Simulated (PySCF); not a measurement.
# A workflow on CH2BN3 (SMILES NB1N=C=N1)

Aim: the energy along one coordinate (MP2/STO-6G), then the energy along one coordinate (HF-D4/pcseg-0) of CH2BN3. 

Program for the calculation: PySCF 2.14.0.

## Step 1: The structure to begin with

CH2BN3 has 7 atoms, charge 0, and is taken as a singlet. As SMILES, `NB1N=C=N1`. The coordinates come from a PBE0-D4/def2-TZVP relaxation.

Bond lengths: N1–B2 1.374 Å, B2–N3 1.449 Å, N3–C4 1.388 Å, B2–N5 1.449 Å, C4–N5 1.388 Å, N1–H6 1.005 Å, N1–H7 1.005 Å. Angles: N1–B2–N3 143.8°, N1–B2–N5 143.8°, N3–B2–N5 72.3°, B2–N3–C4 88.5°, N3–C4–N5 76.1°, B2–N5–C4 88.5°, B2–N1–H6 122.6°, B2–N1–H7 122.6°, H6–N1–H7 114.8°. A long bond or contact: N3–N5 1.711 Å.

## Step 2: The energy along one coordinate at MP2/STO-6G (run 1)

start.xyz

```xyz
7
CH2BN3
N     -0.727700     0.975600    -0.050200
B      0.133300    -0.073400     0.163500
N      0.211500    -1.447600     0.617100
C      1.006900    -1.728200    -0.484800
N      1.500500    -0.518500    -0.016500
H     -1.700100     0.936500     0.198900
H     -0.424500     1.855600    -0.428100
```

run.py

```python
import numpy
from pyscf import gto, scf, mp
from scipy.spatial.transform import Rotation

system = gto.M(
    atom='start.xyz',
    spin=0,
    verbose=3,
    max_memory=1860,
    basis='sto-6g',
    charge=0,
)

x0 = system.atom_coords(unit='angstrom')
axis = x0[0] - x0[1]
r0 = 4.752  # dihedral 3-2-1-6 of the start, degrees
axis /= numpy.linalg.norm(axis)

scan, good = [], []
for r in [0, 20, 40, 60, 80, 100, 120, 140, 160, 180, 200, 220, 240, 260, 280, 300, 320, 340]:
    xyz = x0.copy()
    xyz[[0, 5, 6]] = Rotation.from_rotvec(axis * numpy.radians(r - r0)).apply(x0[[0, 5, 6]] - x0[0]) + x0[0]
    system.set_geom_(xyz, unit='angstrom')
    hf = scf.RHF(system)
    hf.kernel()
    pt = mp.MP2(hf, frozen=5).run()
    etot = pt.e_tot
    scan.append((r, etot))
    good.append(hf.converged)
    print('dihedral = %.1f deg   E = %.8f Eh   converged: %s' % (r, etot, good[-1]))

e0 = min(e for r, e in scan)
print('angle   E - Emin (kcal/mol)')
for r, e in scan:
    print('%6.3f %10.3f' % (r, (e - e0) * 627.5095))
```

Started as:

```sh
OMP_NUM_THREADS=1 python run.py
```

What it wrote:

```text
converged SCF energy = -226.263139277828
E(RMP2) = -226.537031807223  E_corr = -0.27389252939497
E(SCS-RMP2) = -226.538788420085  E_corr = -0.275649142256767
dihedral = 0.0 deg   E = -226.53703181 Eh   converged: True
converged SCF energy = -226.261339770089
E(RMP2) = -226.534977473904  E_corr = -0.273637703815222
E(SCS-RMP2) = -226.536686851364  E_corr = -0.275347081275448
dihedral = 20.0 deg   E = -226.53497747 Eh   converged: True
converged SCF energy = -226.253398597031
E(RMP2) = -226.525809232531  E_corr = -0.272410635500624
E(SCS-RMP2) = -226.527302903723  E_corr = -0.27390430669259
dihedral = 40.0 deg   E = -226.52580923 Eh   converged: True
converged SCF energy = -226.242204466851
E(RMP2) = -226.512569810556  E_corr = -0.270365343704707
E(SCS-RMP2) = -226.513738964418  E_corr = -0.271534497566519
dihedral = 60.0 deg   E = -226.51256981 Eh   converged: True
converged SCF energy = -226.232807202607
E(RMP2) = -226.501121438534  E_corr = -0.268314235927141
E(SCS-RMP2) = -226.502002232429  E_corr = -0.269195029821668
dihedral = 80.0 deg   E = -226.50112144 Eh   converged: True
converged SCF energy = -226.230629454283
E(RMP2) = -226.498427200578  E_corr = -0.267797746295926
E(SCS-RMP2) = -226.499238706455  E_corr = -0.268609252172079
dihedral = 100.0 deg   E = -226.49842720 Eh   converged: True
converged SCF energy = -226.237109956815
E(RMP2) = -226.506433618912  E_corr = -0.269323662097741
E(SCS-RMP2) = -226.507445040475  E_corr = -0.270335083660787
dihedral = 120.0 deg   E = -226.50643362 Eh   converged: True
converged SCF energy = -226.248145479311
E(RMP2) = -226.519693396833  E_corr = -0.271547917521482
E(SCS-RMP2) = -226.521033712368  E_corr = -0.272888233056601
dihedral = 140.0 deg   E = -226.51969340 Eh   converged: True
converged SCF energy = -226.258106783924
E(RMP2) = -226.531326166571  E_corr = -0.27321938264713
E(SCS-RMP2) = -226.532945197905  E_corr = -0.274838413981148
dihedral = 160.0 deg   E = -226.53132617 Eh   converged: True
converged SCF energy = -226.263023025699
E(RMP2) = -226.536966200788  E_corr = -0.273943175089124
E(SCS-RMP2) = -226.538715703605  E_corr = -0.275692677906271
dihedral = 180.0 deg   E = -226.53696620 Eh   converged: True
converged SCF energy = -226.261229750332
E(RMP2) = -226.534916528165  E_corr = -0.273686777833691
E(SCS-RMP2) = -226.536618808325  E_corr = -0.275389057993639
dihedral = 200.0 deg   E = -226.53491653 Eh   converged: True
converged SCF energy = -226.25331448384
E(RMP2) = -226.525766771703  E_corr = -0.272452287863289
E(SCS-RMP2) = -226.527253661633  E_corr = -0.27393917779362
dihedral = 220.0 deg   E = -226.52576677 Eh   converged: True
converged SCF energy = -226.242154241136
E(RMP2) = -226.512549044093  E_corr = -0.270394802956993
E(SCS-RMP2) = -226.513712708508  E_corr = -0.2715584673713
dihedral = 240.0 deg   E = -226.51254904 Eh   converged: True
converged SCF energy = -226.232787845533
E(RMP2) = -226.501115649273  E_corr = -0.268327803740531
E(SCS-RMP2) = -226.501993699739  E_corr = -0.269205854206001
dihedral = 260.0 deg   E = -226.50111565 Eh   converged: True
converged SCF energy = -226.230636217393
E(RMP2) = -226.498429395609  E_corr = -0.267793178215634
E(SCS-RMP2) = -226.499241861943  E_corr = -0.268605644549805
dihedral = 280.0 deg   E = -226.49842940 Eh   converged: True
converged SCF energy = -226.237144884912
E(RMP2) = -226.506446658164  E_corr = -0.269301773252003
E(SCS-RMP2) = -226.507462383853  E_corr = -0.270317498941759
dihedral = 300.0 deg   E = -226.50644666 Eh   converged: True
converged SCF energy = -226.248213847081
E(RMP2) = -226.519725671273  E_corr = -0.271511824191805
E(SCS-RMP2) = -226.521072278939  E_corr = -0.272858431858169
dihedral = 320.0 deg   E = -226.51972567 Eh   converged: True
converged SCF energy = -226.258206484804
E(RMP2) = -226.531379795495  E_corr = -0.273173310690757
E(SCS-RMP2) = -226.533005824387  E_corr = -0.274799339582113
dihedral = 340.0 deg   E = -226.53137980 Eh   converged: True
angle   E - Emin (kcal/mol)
 0.000      0.000
20.000      1.289
40.000      7.042
60.000     15.350
80.000     22.534
100.000     24.225
120.000     19.201
140.000     10.880
160.000      3.580
180.000      0.041
200.000      1.327
220.000      7.069
240.000     15.363
260.000     22.538
280.000     24.223
300.000     19.192
320.000     10.860
340.000      3.547
```

Run time: 39 s. Hardware: 1 thread of Intel Xeon at 2.50GHz (Skylake/Cascade Lake), shared host; peak memory 0.12 GiB.

The scan, from its lowest point:

```csv
N3–B2–N1–H6 (°),energy (kJ/mol)
0.000,0.0
20.000,5.4
40.000,29.5
60.000,64.2
80.000,94.3
100.000,101.4
120.000,80.3
140.000,45.5
160.000,15.0
180.000,0.2
200.000,5.6
220.000,29.6
240.000,64.3
260.000,94.3
280.000,101.4
300.000,80.3
320.000,45.4
340.000,14.8
```

## Step 3: An energy scan at HF-D4/pcseg-0 (density fitting with def2-universal-jkfit, COSMO acetonitrile) (run 2)

run.py

```python
# NB1N=C=N1
import numpy
from pyscf import gto, solvent
from scipy.spatial.transform import Rotation

mol = gto.Mole()
mol.atom = '''
N       -0.727700       0.975600      -0.050200
B        0.133300      -0.073400       0.163500
N        0.211500      -1.447600       0.617100
C        1.006900      -1.728200      -0.484800
N        1.500500      -0.518500      -0.016500
H       -1.700100       0.936500       0.198900
H       -0.424500       1.855600      -0.428100
'''
mol.max_memory = 1860
mol.basis = 'pcseg-0'
mol.spin = 0
mol.verbose = 3
mol.build()

x0 = mol.atom_coords(unit='angstrom')
axis = x0[0] - x0[1]
r0 = 4.752  # dihedral 3-2-1-6 of the start, degrees
axis /= numpy.linalg.norm(axis)
dm = None
scan, good = [], []
for r in [0, 20, 40, 60, 80, 100, 120, 140, 160, 180]:
    xyz = x0.copy()
    xyz[[0, 5, 6]] = Rotation.from_rotvec(axis * numpy.radians(r - r0)).apply(x0[[0, 5, 6]] - x0[0]) + x0[0]
    mol.set_geom_(xyz, unit='angstrom')
    mf = mol.RHF()
    mf = mf.density_fit(auxbasis='def2-universal-jkfit')
    mf = mf.PCM()
    mf.with_solvent.method = 'COSMO'
    mf.with_solvent.eps = 35.688  # acetonitrile
    mf.disp = 'd4'
    mf.kernel(dm0=dm)
    dm = mf.make_rdm1()
    etot = mf.e_tot
    scan.append((r, etot))
    good.append(mf.converged)
    print('dihedral = %.1f deg   E = %.8f Eh   converged: %s' % (r, etot, good[-1]))

e0 = min(e for r, e in scan)
print('angle   E - Emin (kcal/mol)')
for r, e in scan:
    print('%6.3f %10.3f' % (r, (e - e0) * 627.5095))
```

Started as:

```sh
OMP_NUM_THREADS=1 python run.py
```

What it wrote:

```text
WARN: PCM is an experimental feature. It is still in testing.
Features and APIs may be changed in the future.

converged SCF energy = -226.29335275395
dihedral = 0.0 deg   E = -226.29335275 Eh   converged: True

WARN: PCM is an experimental feature. It is still in testing.
Features and APIs may be changed in the future.

converged SCF energy = -226.291694765395
dihedral = 20.0 deg   E = -226.29169477 Eh   converged: True

WARN: PCM is an experimental feature. It is still in testing.
Features and APIs may be changed in the future.

converged SCF energy = -226.284434940633
dihedral = 40.0 deg   E = -226.28443494 Eh   converged: True

WARN: PCM is an experimental feature. It is still in testing.
Features and APIs may be changed in the future.

converged SCF energy = -226.274263824942
dihedral = 60.0 deg   E = -226.27426382 Eh   converged: True

WARN: PCM is an experimental feature. It is still in testing.
Features and APIs may be changed in the future.

converged SCF energy = -226.265838580908
dihedral = 80.0 deg   E = -226.26583858 Eh   converged: True

WARN: PCM is an experimental feature. It is still in testing.
Features and APIs may be changed in the future.

converged SCF energy = -226.263903073848
dihedral = 100.0 deg   E = -226.26390307 Eh   converged: True

WARN: PCM is an experimental feature. It is still in testing.
Features and APIs may be changed in the future.

converged SCF energy = -226.269714656652
dihedral = 120.0 deg   E = -226.26971466 Eh   converged: True

WARN: PCM is an experimental feature. It is still in testing.
Features and APIs may be changed in the future.

converged SCF energy = -226.279699126512
dihedral = 140.0 deg   E = -226.27969913 Eh   converged: True

WARN: PCM is an experimental feature. It is still in testing.
Features and APIs may be changed in the future.

converged SCF energy = -226.288802482981
dihedral = 160.0 deg   E = -226.28880248 Eh   converged: True

WARN: PCM is an experimental feature. It is still in testing.
Features and APIs may be changed in the future.

converged SCF energy = -226.293303384729
dihedral = 180.0 deg   E = -226.29330338 Eh   converged: True
angle   E - Emin (kcal/mol)
 0.000      0.000
20.000      1.040
40.000      5.596
60.000     11.978
80.000     17.265
100.000     18.480
120.000     14.833
140.000      8.568
160.000      2.855
180.000      0.031
```

Wall time 1.9 min (1 thread of Intel Xeon at 2.50GHz (Skylake/Cascade Lake), shared host); peak memory 0.24 GiB.

The scan, from its lowest point:

```
N3–B2–N1–H6 (°)  energy (kJ/mol)
          0.000              0.0
         20.000              4.4
         40.000             23.4
         60.000             50.1
         80.000             72.2
        100.000             77.3
        120.000             62.1
        140.000             35.8
        160.000             11.9
        180.000              0.1
```
